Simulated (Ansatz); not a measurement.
# C started on an O site in rutile SiO2, 12 atoms, charge 0

Which settings matter for this cell? A base run comes first, then runs with one to three settings changed.

Method: density functional theory in Ansatz 0.2.0, PAW datasets, plane waves.

1 further run of the same task is left out (it didn't finish).

## 1. The system as built

12 atoms (4 Si, 7 O, 1 C); a = 4.194 Å, b = 4.194 Å, c = 5.357 Å, α = 90.00°, β = 90.00°, γ = 90.00°. All atoms were shaken off their sites by about 0.02 Å along each axis. Defect site 1: (0.306, 0.306, 0.500).

As a file:

```cif
data_structure
_symmetry_space_group_name_H-M 'P 1'
_symmetry_Int_Tables_number 1
_cell_length_a 4.1943
_cell_length_b 4.1943
_cell_length_c 5.3571
_cell_angle_alpha 90.000
_cell_angle_beta 90.000
_cell_angle_gamma 90.000
_cell_volume 94.24
loop_
_atom_site_label
_atom_site_type_symbol
_atom_site_fract_x
_atom_site_fract_y
_atom_site_fract_z
_atom_site_occupancy
Si1 Si 0.00390 0.00112 0.00021 1
Si2 Si 0.00216 0.00428 0.50228 1
Si3 Si 0.49895 0.50094 0.25203 1
Si4 Si 0.50049 0.50407 0.75365 1
O1 O 0.30459 0.30963 0.99831 1
O2 O 0.68949 0.68962 0.99997 1
O3 O 0.69701 0.68989 0.49694 1
O4 O 0.19460 0.80649 0.25052 1
O5 O 0.18959 0.80714 0.75544 1
O6 O 0.81533 0.19651 0.24972 1
O7 O 0.81346 0.18755 0.75452 1
C1 C 0.30066 0.30285 0.49779 1
```

## 2. PBEsol on the given atoms

Input file in.yaml:

```yaml
crystal:
  lattice:
    - [4.194347, 0.000000, 0.000000]
    - [0.000000, 4.194347, 0.000000]
    - [0.000000, 0.000000, 5.357095]
  atoms:
    - { symbol: Si, position: [0.003899, 0.001117, 0.000208] }
    - { symbol: Si, position: [0.002163, 0.004283, 0.502275] }
    - { symbol: Si, position: [0.498945, 0.500939, 0.252032] }
    - { symbol: Si, position: [0.500494, 0.504070, 0.753655] }
    - { symbol: O, position: [0.304590, 0.309626, 0.998308] }
    - { symbol: O, position: [0.689485, 0.689618, 0.999973] }
    - { symbol: O, position: [0.697009, 0.689887, 0.496939] }
    - { symbol: O, position: [0.194602, 0.806491, 0.250516] }
    - { symbol: O, position: [0.189590, 0.807141, 0.755439] }
    - { symbol: O, position: [0.815334, 0.196508, 0.249716] }
    - { symbol: O, position: [0.813455, 0.187551, 0.754518] }
    - { symbol: C, position: [0.300658, 0.302853, 0.497795] }
kpoints:
  mp_grid: { grid: [2, 2, 2], shift: [0.5, 0.5, 0.5] }
hamiltonian:
  xc: pbesol
scf:
  occupations: { method: fermi_dirac, width: 0.01 }
output:
  forces: true
  eigenvalues: true
  stress: true
  populations: true
```

The run is started by

```
$ ansatz run in.yaml --threads 8 --pin off --max-ram 13300MiB --runs-dir r --events-out ev --progress --plain
```

The base run's log is left out here. Its report gave:

| item | value |
| --- | --- |
| plane waves | 1805 |
| k points | 4 |
| bands | 43 |
| electrons | 62 |
| SCF iterations | 8 |
| free energy (eV) | -6665.2772 |
| E at zero smearing (eV) | -6665.2772 |
| Fermi energy (eV) | 10.757 |
| largest force (eV/Å) | 2.328 on atom 3 |
| pressure (GPa) | 17.06 |

It took 1.2 s on 8 threads of Intel Xeon Platinum 8259CL at 2.50GHz, shared host; peak memory 0.41 GiB.

Top filled level 10.178 eV, lowest empty level 11.337 eV: 1.16 eV apart at a 2×2×2 mesh.

## 3. Variant: cutoff 480 eV, xc grid 2, density threshold 1e-05 eV

in.yaml: that of step 2 with these lines changed.

```diff
@@ -20,2 +20,3 @@
   mp_grid: { grid: [2, 2, 2], shift: [0.5, 0.5, 0.5] }
+basis: { ecutwfc: 480, xc_grid: 2 }
 hamiltonian:
@@ -24,2 +25,4 @@
   occupations: { method: fermi_dirac, width: 0.01 }
+  max_iter: 100
+  convergence: { dr2_threshold: 1e-05 }
 output:
@@ -28,2 +31 @@
   stress: true
-  populations: true
```

The run is started by

```
$ ansatz run in.yaml --threads 8 --pin off --max-ram 13300MiB --runs-dir r --events-out ev --progress --plain
```

The program printed:

```text
Pseudopotentials: kind: paw
Functional definition: PBEsol
  exchange = pbesol_x
  correlation = pbesol_c
Crystal: 12 atoms, lattice volume = 94.245 Å³
Basis set: ecut = 480 eV, 2291 PW (Γ), exchange–correlation on 60×60×80 points (8 copies of the dense FFT grid, shifted against one another)
Bands: 43, of which v1, the nominal top of the filled ones, is band 31 counted from 1 (30 counted from 0)
Symmetry: 1 space group operations
Space group: P1 (ITA 1), of the structure as read, at distance tolerance 4.6e-5 Å
k-points: 4 of 8 (time reversal used)
Non-local potential: Si, projectors of the file, l = 0: 2, l = 1: 2, l = 2: 2
Non-local potential: O, projectors of the file, l = 0: 2, l = 1: 2, l = 2: 1
Non-local potential: C, projectors of the file, l = 0: 2, l = 1: 2, l = 2: 1
PAW form: soft (Blöchl's): semilocal exchange-correlation on the pseudo side does not see the compensation charge
PAW frozen core: Si, regenerated for the run's functional, and the local potential with it (the file was generated under x = pbe(κ = 0.804, μ = 0.2195149727645171), c = pbe(β = 0.06672455060314922))
PAW frozen core: O, regenerated for the run's functional, and the local potential with it (the file was generated under x = pbe(κ = 0.804, μ = 0.2195149727645171), c = pbe(β = 0.06672455060314922))
PAW frozen core: C, regenerated for the run's functional, and the local potential with it (the file was generated under x = pbe(κ = 0.804, μ = 0.2195149727645171), c = pbe(β = 0.06672455060314922))
PAW one-centre angular grid: Si, 110 points (default); XC on 64 Gauss nodes
PAW one-centre angular grid: O, 110 points (default); XC on 64 Gauss nodes
PAW one-centre angular grid: C, 110 points (default); XC on 64 Gauss nodes
Initial density: superposition of atomic densities (neutral atoms: chi_scale 0, normalization atom), corrected by the library's trained network
Initial wavefunctions: pseudopotential atomic-orbital guess
Functional: x = pbesol(κ = 0.804, μ = 0.12345679012345678), c = pbesol(β = 0.046)
SCF iter   1: F=—  HF=-6665.379275 eV  |F-HF|=—  |Δ(HF+E_count)|=         —  Δρ=1.36e-2  dr2=1.65e-1  ethr=1.77e-3  ⟨swp⟩=10.5  Hψ=1083  notcnv=0  defer=6
preconditioner: auto → Resta (q_TF=auto, 2.544 Å⁻¹)  ε∞=3.9  [insulator: Δε(μ)=1.214 eV  Ē_g=17.628 eV  σ=0.010 eV  W_gap=1.00  n_scr=28 (ndim 8)  ℏωp=30.1 eV  f_vac=0.000  D(μ)=0.00/eV (n_scr^D=0)  ε∞_Penn≈3.9]
SCF iter   2: F=—  HF=-6665.326817 eV  |F-HF|=—  |Δ(HF+E_count)|=   5.25e-2  Δρ=4.50e-3  dr2=2.23e-2  ethr=2.67e-4  ⟨swp⟩=3.0  Hψ=333  notcnv=0  defer=22
SCF iter   3: F=—  HF=-6665.320807 eV  |F-HF|=—  |Δ(HF+E_count)|=   6.01e-3  Δρ=1.83e-3  dr2=2.30e-3  ethr=3.59e-5  ⟨swp⟩=3.0  Hψ=298  notcnv=0  defer=2
automatic band count: iteration 3 solves 38 bands in place of 43: the levels show a gap, and the empty bands left out lie too high to hold charge; the band table lists the bands solved (type scf.n_extra_bands for more)
SCF iter   4: F=—  HF=-6665.320336 eV  |F-HF|=—  |Δ(HF+E_count)|=   4.71e-4  Δρ=6.35e-4  dr2=3.96e-4  ethr=3.71e-6  ⟨swp⟩=2.5  Hψ=260  notcnv=0  defer=2
SCF iter   5: F=—  HF=-6665.320264 eV  |F-HF|=—  |Δ(HF+E_count)|=   7.16e-5  Δρ=1.46e-4  dr2=1.72e-5  ethr=6.38e-7  ⟨swp⟩=2.2  Hψ=244  notcnv=0  defer=2
SCF iter   6: F=-6665.320262 eV  HF=-6665.320265 eV  |F-HF|=3.24e-6  |Δ(HF+E_count)|=   1.40e-6  Δρ=9.24e-5  dr2=5.30e-6  ethr=1.61e-8  ⟨swp⟩=10.8  Hψ=702  notcnv=0
SCF 1 converged in 6 iterations: F = -6665.320262 eV  dr2 = 5.30e-6
SCF converged after 6 iterations
Free energy (F): -6665.320262 eV
Harris-Foulkes:  -6665.320265 eV  (|F-HF|=3.24e-6)
Internal energy: -6665.320262 eV  (E = F + TS)
E sigma→0 (E₀):  -6665.320262 eV
Fermi energy:    10.757311 eV
--- Per-component energies (eV) ---
  E_band       = 133.313044
  E_kinetic    = 1539.236276
  E_local      = -2267.189260  (includes V_loc(G=0)·N_el)
  E_nonlocal   = 462.238210
  E_hartree    = 797.966812
  E_xc         = -791.626156
  E_vxc        = -922.130473  (∫ρ·V_xc dr)
  E_paw        = -3164.471444  (= ΣΔE_a)
  E_vpaw       = -274.810824  (= ΣTr[D̂ρ^β])
  E_aug_tail   = 0.010495  (compensation charges beyond the density's cutoff)
  E_ewald      = -3241.879554
  E_core_change = 0.394358  (= ΣΔE_core)
  E_smearing   = -0.000000  (= −TS)
  E_closure    = -0.000000  (closes the sum)
  Σ components = -6665.320262   (vs F -6665.320262, Δ=0.00e0)
--- Forces (eV/Å), atoms counted from 1 ---
  atom   1  Si     0.06725330     0.07745375     0.46561364
  atom   2  Si    -1.21316715    -1.69499517    -0.16756387
  atom   3  Si     0.70379655     0.47713613    -2.16562445
  atom   4  Si     0.18275714    -0.04604189     0.64323891
  atom   5  O     -0.03271961    -0.49384625     0.34831110
  atom   6  O      0.83430983     0.82111362     0.28198526
  atom   7  O      1.31047065     1.64723775     0.61674198
  atom   8  O      0.12622795    -0.46522814     0.07267624
  atom   9  O      0.71305634    -0.85932236    -0.56112125
  atom  10  O     -1.12405469     0.07793639     0.02663347
  atom  11  O     -1.49608054     0.88604074    -0.36745891
  atom  12  C     -0.07210052    -0.42737122     0.80630165
  max |Σ_I F_I| component: 2.66e-4 eV/Å
--- Stress (GPa, compression-positive) ---
       16.441198       4.049941      -0.924721
        4.049958      16.139408      -0.588632
       -0.924718      -0.588637      18.731024
  P = ⅓ Tr σ = 17.1039 GPa (171.039 kbar)
--- Band table (eV) ---
  k-point 0: bands = ["-11.1793", "-9.9454", "-9.3462", "-8.6431", "-8.5642", "-8.0267", "-7.7014", "-1.6056", "0.5575", "1.2144", "2.0207", "2.7806", "3.0713", "3.4830", "4.1035", "4.1807", "4.8619", "5.4762", "5.5340", "5.6848", "6.0995", "6.4769", "7.1870", "7.2374", "7.6340", "8.0345", "8.4657", "8.9310", "9.3414", "9.4394", "9.6846", "11.5961", "18.1134", "18.6580", "18.8658", "19.4471", "20.4127", "20.4511"]
  k-point 1: bands = ["-11.1826", "-9.9171", "-9.3823", "-8.6440", "-8.5559", "-8.0271", "-7.6969", "-1.6010", "0.5559", "1.1945", "2.0439", "2.7579", "3.0715", "3.4834", "4.1115", "4.1816", "4.8555", "5.4581", "5.5282", "5.7334", "6.1478", "6.4807", "7.1707", "7.2327", "7.5903", "8.0197", "8.4663", "8.9153", "9.3372", "9.3676", "9.7938", "11.5957", "18.1204", "18.6364", "18.8252", "19.5434", "20.4114", "20.4582"]
  k-point 2: bands = ["-11.1225", "-9.8751", "-9.5986", "-8.8918", "-8.1817", "-7.9360", "-7.8035", "-1.1619", "0.3860", "0.8983", "1.6311", "2.6953", "2.8896", "3.5353", "3.8834", "4.5866", "5.0819", "5.2624", "5.6653", "6.1122", "6.4362", "6.6283", "7.0918", "7.4388", "7.5041", "8.0953", "8.2896", "8.5137", "8.9154", "9.6781", "10.1787", "11.3378", "17.8011", "18.6425", "19.0419", "19.2213", "19.4139", "21.1435"]
  k-point 3: bands = ["-11.1227", "-9.8657", "-9.6095", "-8.8945", "-8.1781", "-7.9267", "-7.8113", "-1.1626", "0.3746", "0.9028", "1.6369", "2.7078", "2.8831", "3.5329", "3.8960", "4.5725", "5.0742", "5.2743", "5.6677", "6.0998", "6.4212", "6.6281", "7.1050", "7.4562", "7.4938", "8.1043", "8.2892", "8.5029", "8.9206", "9.6815", "10.1674", "11.3429", "17.8003", "18.6343", "19.0632", "19.1955", "19.4205", "21.1615"]
```

Run time: 1 s. Hardware: 8 threads of Intel Xeon Platinum 8259CL at 2.50GHz, shared host; peak memory 0.4 GiB.

Change from the base: energy -3.6 meV/atom; forces by 0.001 eV/Å rms; pressure +0.04 GPa; frontier spacing 1.16 eV (base 1.16).

## 4. Changed settings: mixing beta 0.03, smearing width 1.0 eV

in.yaml: that of step 3 with these lines changed.

```diff
@@ -20,3 +20,2 @@
   mp_grid: { grid: [2, 2, 2], shift: [0.5, 0.5, 0.5] }
-basis: { ecutwfc: 480, xc_grid: 2 }
 hamiltonian:
@@ -24,5 +23,5 @@
 scf:
-  occupations: { method: fermi_dirac, width: 0.01 }
-  max_iter: 100
-  convergence: { dr2_threshold: 1e-05 }
+  occupations: { method: fermi_dirac, width: 1 }
+  max_iter: 90
+  mixing: { beta: 0.03 }
 output:
```

The run is started by

```
$ ansatz run in.yaml --threads 8 --pin off --max-ram 13300MiB --runs-dir r --events-out ev --progress --plain
```

The program printed, shortened:

```text
band count auto-derived: 56 (N_el = 62.0; filled up to band 31; 43 by the electrons, moments and atoms)
[... 2 set-up lines as earlier in the session ...]
[...]
Crystal: 12 atoms, lattice volume = 94.245 Å³
Basis set: ecut = 420 eV, 1805 PW (Γ), exchange–correlation on 60×60×72 points (8 copies of the dense FFT grid, shifted against one another)
Bands: 56, of which v1, the nominal top of the filled ones, is band 31 counted from 1 (30 counted from 0)
[... 2 set-up lines as earlier in the session ...]
k-points: 4 of 8 (time reversal used)
[...]
SCF iter   1: F=—  HF=-6667.876417 eV  |F-HF|=—  |Δ(HF+E_count)|=         —  Δρ=3.58e-2  dr2=1.07e0  ethr=1.77e-3  ⟨swp⟩=6.2  Hψ=1029  notcnv=0
[...]
SCF iter  11: F=-6667.636770 eV  HF=-6667.636770 eV  |F-HF|=4.44e-9  |Δ(HF+E_count)|=   4.95e-9  Δρ=3.89e-6  dr2=1.84e-8  ethr=1.61e-10  ⟨swp⟩=7.0  Hψ=821  notcnv=0
[...]
SCF converged after 11 iterations
Free energy (F): -6667.636770 eV
[...]
E sigma→0 (E₀):  -6665.293809 eV
Entropy (-TS):   -4.685922 eV (-390.493 meV/atom)
Fermi energy:    11.884461 eV
[...]
--- Forces (eV/Å), atoms counted from 1 ---
  atom   1  Si     0.15502027     0.17329034     0.53852753
  atom   2  Si    -0.73076938    -1.15773546    -0.20491390
  atom   3  Si     0.28332249     0.05013588    -1.01656221
  atom   4  Si    -0.15369637    -0.40452383    -0.37793238
  atom   5  O      0.02341422    -0.41378098     0.32568600
  atom   6  O      0.79805663     0.78234259     0.26508776
  atom   7  O      1.35330513     1.67967448     0.61095773
  atom   8  O     -0.02783839    -0.28580847    -0.69159142
[...]
--- Stress (GPa, compression-positive) ---
       18.563871       3.845097      -0.800495
        3.845096      18.303043      -0.650876
       -0.800495      -0.650875      21.197538
  P = ⅓ Tr σ = 19.3548 GPa (193.548 kbar)
--- Band table (eV) ---
[...]
```

Wall time 1.1 s (8 threads of Intel Xeon Platinum 8259CL at 2.50GHz, shared host); peak memory 0.4 GiB.

Compared with the base run, energy -1.4 meV/atom; forces by 0.404 eV/Å rms; pressure +2.29 GPa. These settings are too loose to trust, converged or not.

## 5. Changed settings: dispersion D3(BJ), density threshold 1e-05 eV

in.yaml: that of step 4 with these lines changed.

```diff
@@ -22,6 +22,7 @@
   xc: pbesol
+  dispersion: d3bj
 scf:
-  occupations: { method: fermi_dirac, width: 1 }
+  occupations: { method: fermi_dirac, width: 0.01 }
   max_iter: 90
-  mixing: { beta: 0.03 }
+  convergence: { dr2_threshold: 1e-05 }
 output:
```

The run is started by

```
$ ansatz run in.yaml --threads 8 --pin off --max-ram 13300MiB --runs-dir r --events-out ev --progress --plain
```

The program printed:

```text
[... 4 set-up lines as earlier in the session ...]
Crystal: 12 atoms, lattice volume = 94.245 Å³
Basis set: ecut = 420 eV, 1805 PW (Γ), exchange–correlation on 60×60×72 points (8 copies of the dense FFT grid, shifted against one another)
Bands: 43, of which v1, the nominal top of the filled ones, is band 31 counted from 1 (30 counted from 0)
[... 2 set-up lines as earlier in the session ...]
k-points: 4 of 8 (time reversal used)
[... 13 set-up lines as earlier in the session ...]
SCF iter   1: F=—  HF=-6667.619840 eV  |F-HF|=—  |Δ(HF+E_count)|=         —  Δρ=1.38e-2  dr2=1.68e-1  ethr=1.77e-3  ⟨swp⟩=10.5  Hψ=1071  notcnv=0  defer=6
preconditioner: auto → Resta (q_TF=auto, 2.544 Å⁻¹)  ε∞=3.9  [insulator: Δε(μ)=1.214 eV  Ē_g=17.628 eV  σ=0.010 eV  W_gap=1.00  n_scr=28 (ndim 8)  ℏωp=30.1 eV  f_vac=0.000  D(μ)=0.00/eV (n_scr^D=0)  ε∞_Penn≈3.9]
SCF iter   2: F=—  HF=-6667.566664 eV  |F-HF|=—  |Δ(HF+E_count)|=   5.32e-2  Δρ=4.43e-3  dr2=2.23e-2  ethr=2.70e-4  ⟨swp⟩=3.0  Hψ=332  notcnv=0  defer=22
SCF iter   3: F=—  HF=-6667.560630 eV  |F-HF|=—  |Δ(HF+E_count)|=   6.03e-3  Δρ=1.84e-3  dr2=2.35e-3  ethr=3.60e-5  ⟨swp⟩=3.0  Hψ=298  notcnv=0  defer=2
automatic band count: iteration 3 solves 38 bands in place of 43: the levels show a gap, and the empty bands left out lie too high to hold charge; the band table lists the bands solved (type scf.n_extra_bands for more)
SCF iter   4: F=—  HF=-6667.560133 eV  |F-HF|=—  |Δ(HF+E_count)|=   4.96e-4  Δρ=6.38e-4  dr2=3.96e-4  ethr=3.79e-6  ⟨swp⟩=2.5  Hψ=256  notcnv=0  defer=2
SCF iter   5: F=—  HF=-6667.560064 eV  |F-HF|=—  |Δ(HF+E_count)|=   6.98e-5  Δρ=1.48e-4  dr2=1.77e-5  ethr=6.38e-7  ⟨swp⟩=2.0  Hψ=232  notcnv=0  defer=2
SCF iter   6: F=-6667.560062 eV  HF=-6667.560065 eV  |F-HF|=2.97e-6  |Δ(HF+E_count)|=   1.09e-6  Δρ=9.14e-5  dr2=5.17e-6  ethr=1.61e-8  ⟨swp⟩=10.5  Hψ=703  notcnv=0
SCF 1 converged in 6 iterations: F = -6667.560062 eV  dr2 = 5.17e-6
SCF converged after 6 iterations
Free energy (F): -6667.560062 eV
Harris-Foulkes:  -6667.560065 eV  (|F-HF|=2.97e-6)
Internal energy: -6667.560062 eV  (E = F + TS)
E sigma→0 (E₀):  -6667.560062 eV
Fermi energy:    10.756706 eV
--- Per-component energies (eV) ---
  E_band       = 133.264348
  E_kinetic    = 1540.536936
  E_local      = -2267.295512  (includes V_loc(G=0)·N_el)
  E_nonlocal   = 461.081868
  E_hartree    = 797.977073
  E_xc         = -791.952527
  E_vxc        = -922.557686  (∫ρ·V_xc dr)
  E_paw        = -3164.157633  (= ΣΔE_a)
  E_vpaw       = -274.496451  (= ΣTr[D̂ρ^β])
  E_aug_tail   = 0.017766  (compensation charges beyond the density's cutoff)
  E_ewald      = -3241.879554
  E_disp       = -2.282837  (pairwise vdW)
  E_core_change = 0.394358  (= ΣΔE_core)
  E_smearing   = -0.000000  (= −TS)
  E_closure    = 0.000000  (closes the sum)
  Σ components = -6667.560062   (vs F -6667.560062, Δ=0.00e0)
--- Forces (eV/Å), atoms counted from 1 ---
  atom   1  Si     0.06507646     0.07542481     0.46494222
  atom   2  Si    -1.21324827    -1.69461042    -0.16720476
  atom   3  Si     0.70489984     0.47867809    -2.16906250
  atom   4  Si     0.18422637    -0.04388910     0.64834771
  atom   5  O     -0.03134046    -0.49116075     0.34781611
  atom   6  O      0.83107554     0.81807927     0.28160305
  atom   7  O      1.31368377     1.64980200     0.61594334
  atom   8  O      0.12275521    -0.46320525     0.06965954
  atom   9  O      0.70929234    -0.85704187    -0.55750922
  atom  10  O     -1.12144659     0.07474985     0.02361713
  atom  11  O     -1.49309351     0.88175143    -0.36412847
  atom  12  C     -0.07211842    -0.42837911     0.80573149
  max |Σ_I F_I| component: 2.44e-4 eV/Å
--- Stress (GPa, compression-positive) ---
       12.604199       4.053092      -0.922203
        4.053115      12.301908      -0.587091
       -0.922200      -0.587096      14.799087
  P = ⅓ Tr σ = 13.2351 GPa (132.351 kbar)
--- Band table (eV) ---
  k-point 0: bands = ["-11.1806", "-9.9468", "-9.3477", "-8.6448", "-8.5658", "-8.0285", "-7.7031", "-1.6067", "0.5568", "1.2137", "2.0199", "2.7800", "3.0709", "3.4823", "4.1029", "4.1802", "4.8613", "5.4756", "5.5333", "5.6844", "6.0987", "6.4762", "7.1864", "7.2370", "7.6336", "8.0341", "8.4655", "8.9309", "9.3411", "9.4389", "9.6840", "11.5954", "18.1120", "18.6569", "18.8647", "19.4462", "20.4117", "20.4500"]
  k-point 1: bands = ["-11.1839", "-9.9186", "-9.3838", "-8.6456", "-8.5576", "-8.0289", "-7.6987", "-1.6021", "0.5552", "1.1938", "2.0431", "2.7574", "3.0711", "3.4827", "4.1109", "4.1811", "4.8548", "5.4574", "5.5277", "5.7329", "6.1470", "6.4801", "7.1700", "7.2323", "7.5899", "8.0193", "8.4660", "8.9152", "9.3367", "9.3672", "9.7932", "11.5951", "18.1190", "18.6353", "18.8240", "19.5425", "20.4104", "20.4571"]
  k-point 2: bands = ["-11.1238", "-9.8765", "-9.6001", "-8.8934", "-8.1834", "-7.9378", "-7.8052", "-1.1632", "0.3853", "0.8976", "1.6305", "2.6947", "2.8890", "3.5348", "3.8828", "4.5860", "5.0813", "5.2618", "5.6648", "6.1115", "6.4356", "6.6277", "7.0911", "7.4384", "7.5035", "8.0951", "8.2893", "8.5134", "8.9151", "9.6776", "10.1782", "11.3371", "17.7996", "18.6414", "19.0407", "19.2202", "19.4131", "21.1423"]
  k-point 3: bands = ["-11.1240", "-9.8671", "-9.6110", "-8.8961", "-8.1798", "-7.9285", "-7.8130", "-1.1639", "0.3739", "0.9021", "1.6363", "2.7073", "2.8825", "3.5325", "3.8955", "4.5720", "5.0737", "5.2737", "5.6672", "6.0992", "6.4206", "6.6274", "7.1044", "7.4558", "7.4931", "8.1040", "8.2889", "8.5026", "8.9203", "9.6810", "10.1668", "11.3422", "17.7988", "18.6332", "19.0620", "19.1945", "19.4196", "21.1602"]
```

Wall time 0.9 s (8 threads of Intel Xeon Platinum 8259CL at 2.50GHz, shared host); peak memory 0.38 GiB.

Compared with the base run, forces by 0.002 eV/Å rms; pressure -3.82 GPa; frontier spacing 1.16 eV (base 1.16). Total energies of different functionals, charges or dispersion terms don't compare.

## 6. Changed settings: smearing width 0.2 eV, accuracy low, density cutoff ratio 8

in.yaml: that of step 5 with these lines changed.

```diff
@@ -1 +1,2 @@
+accuracy: low
 crystal:
@@ -20,9 +21,8 @@
   mp_grid: { grid: [2, 2, 2], shift: [0.5, 0.5, 0.5] }
+basis: { ecutrho_ratio: 8 }
 hamiltonian:
   xc: pbesol
-  dispersion: d3bj
 scf:
-  occupations: { method: fermi_dirac, width: 0.01 }
-  max_iter: 90
-  convergence: { dr2_threshold: 1e-05 }
+  occupations: { method: fermi_dirac, width: 0.2 }
+  max_iter: 70
 output:
```

The run is started by

```
$ ansatz run in.yaml --threads 8 --pin off --max-ram 13300MiB --runs-dir r --events-out ev --progress --plain
```

The program printed, shortened:

```text
band count auto-derived: 44 (N_el = 62.0; filled up to band 31; 43 by the electrons, moments and atoms)
[... 2 set-up lines as earlier in the session ...]
[...]
Crystal: 12 atoms, lattice volume = 94.245 Å³
Basis set: ecut = 420 eV, 1805 PW (Γ), exchange–correlation on 80×80×108 points (8 copies of the dense FFT grid, shifted against one another)
Bands: 44, of which v1, the nominal top of the filled ones, is band 31 counted from 1 (30 counted from 0)
[... 2 set-up lines as earlier in the session ...]
k-points: 4 of 8 (time reversal used)
[...]
SCF iter   1: F=—  HF=-6665.360477 eV  |F-HF|=—  |Δ(HF+E_count)|=         —  Δρ=1.36e-2  dr2=1.57e-1  ethr=1.77e-3  ⟨swp⟩=8.5  Hψ=1003  notcnv=0  defer=23
[...]
SCF iter   8: F=-6665.303123 eV  HF=-6665.303123 eV  |F-HF|=3.77e-8  |Δ(HF+E_count)|=   6.31e-8  Δρ=8.16e-6  dr2=4.71e-8  ethr=1.61e-10  ⟨swp⟩=15.0  Hψ=1015  notcnv=0
[...]
SCF converged after 8 iterations
Free energy (F): -6665.303123 eV
[...]
E sigma→0 (E₀):  -6665.248838 eV
Entropy (-TS):   -0.108569 eV (-9.047 meV/atom)
Fermi energy:    10.766227 eV
[...]
--- Forces (eV/Å), atoms counted from 1 ---
  atom   1  Si     0.05845355     0.06960259     0.47137771
  atom   2  Si    -1.20620143    -1.68453951    -0.16634674
  atom   3  Si     0.72084060     0.49451259    -2.11354592
  atom   4  Si     0.20963657    -0.02005715     0.61365385
  atom   5  O     -0.02603591    -0.48415038     0.34653445
  atom   6  O      0.82194824     0.80836546     0.28074359
  atom   7  O      1.29722970     1.63335692     0.61769105
  atom   8  O      0.11273844    -0.44507515     0.03073543
[...]
--- Stress (GPa, compression-positive) ---
       16.445066       4.159236      -0.932373
        4.159243      16.145974      -0.607587
       -0.932371      -0.607588      18.714601
  P = ⅓ Tr σ = 17.1019 GPa (171.019 kbar)
--- Band table (eV) ---
[...]
```

It took 1.1 s on 8 threads of Intel Xeon Platinum 8259CL at 2.50GHz, shared host; peak memory 0.43 GiB.

Change from the base: energy +2.4 meV/atom; forces by 0.021 eV/Å rms; pressure +0.04 GPa. These settings are too loose to trust, converged or not.

(Part 1 of 2 ends here.)
